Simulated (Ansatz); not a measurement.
**GaP₂H (triplet): wave-function methods side by side, cc-pVDZ**

An exercise on one series of results from a longer session: the logs are not shown, and one member is left open.

Program: Ansatz 0.2.0, Gaussian basis. Level of theory: cc-pVDZ, core rule «outside noble gas», up to 24 orbitals frozen. These are calculated values, not measurements.

Plan: UHF; CCSD(T) on ROHF; CCSD(T) on UHF; BCCD(T) on ROHF; CISD as a restricted active space (open shells left free, so some higher excitations enter); CCSDT(Q) on ROHF; CCSDT(Q) on UHF.

18 further runs of the same task are left out: 8 that didn't finish, 10 set aside as unsound or not needed. Runs told in other sessions of the task aren't counted.

## The geometry

The geometry is a PBE0/def2-TZVP stationary point (not a proven minimum) of the parent state, kept for this charge and spin. No spin-orbit coupling is included. The filled d shell of Ga may be among the frozen orbitals whatever the setting's name suggests.

4 atoms, charge 0, spin multiplicity 3.

Atoms are counted from 1 here; the program's logs count them from 0.

Bond lengths: Ga1–P2 2.452 Å, P2–P3 1.942 Å, P2–H4 1.608 Å. Angles: Ga1–P2–P3 168.7°, Ga1–P2–H4 53.9°, P3–P2–H4 114.8°.

Set-up of the first run:

in.yaml

```yaml
crystal:
  periodic: [false, false, false]
  atoms:
    - {symbol: Ga, position_ang: [-0.000007, -0.263635, 2.103509]}
    - {symbol: P, position_ang: [0.000002, -0.446508, -0.341417]}
    - {symbol: P, position_ang: [-0.000010, -0.209151, -2.268564]}
    - {symbol: H, position_ang: [0.000015, 0.919293, 0.506472]}
basis:
  gaussian: {orbitals: cc-pVDZ}
magnetization: {spin_polarized: true, initial_magnetization: 2}
hamiltonian: {xc: hf}
output: {orbitals: {seedname: orbitals}}
```

Command:

```
> ansatz run in.yaml --threads 1 --pin off --events-out ev --progress --plain --max-ram 2393MiB
```

Steps of the session up to this table: UHF; CCSD(T) on ROHF; CCSD(T) on UHF; BCCD(T) on ROHF; CISD as a restricted active space (open shells left free, so some higher excitations enter); CCSDT(Q) on ROHF; CCSDT(Q) on UHF.

One of the session's tables, all rows but one given; the rest of the session is left out.

```
   method  from UCCSDT(Q) (meV)
     ROHF               +8796.2
      UHF               +8509.9
     RMP2               +1584.9
     UMP2               +1631.7
    RCCSD                +486.4
    UCCSD                +474.0
 RCCSD(T)                 +90.6
 UCCSD(T)                 +92.8
  BCCD(T)                 +85.7
   RCCSDT                 +40.6
   UCCSDT                     ?
RCCSDT(Q)                  +3.8
UCCSDT(Q)                     0
```

Estimate the missing values for UCCSDT.

**Answer.** from UCCSDT(Q) (meV): +38.4. In the column «from UCCSDT(Q) (meV)» it lies between RCCSDT(Q) (+3.8) and RCCSDT (+40.6).

Not comparable, so not listed: CISD as a restricted active space (open shells left free, so some higher excitations enter) (they don't share determinant, frozen orbitals or solution with the rows shown, or repeat one).

To keep in mind: Restricted and unrestricted rows rest on different reference determinants; a gap between their highest levels can come from leftover correlation error, from unlike frozen cores or from another state.
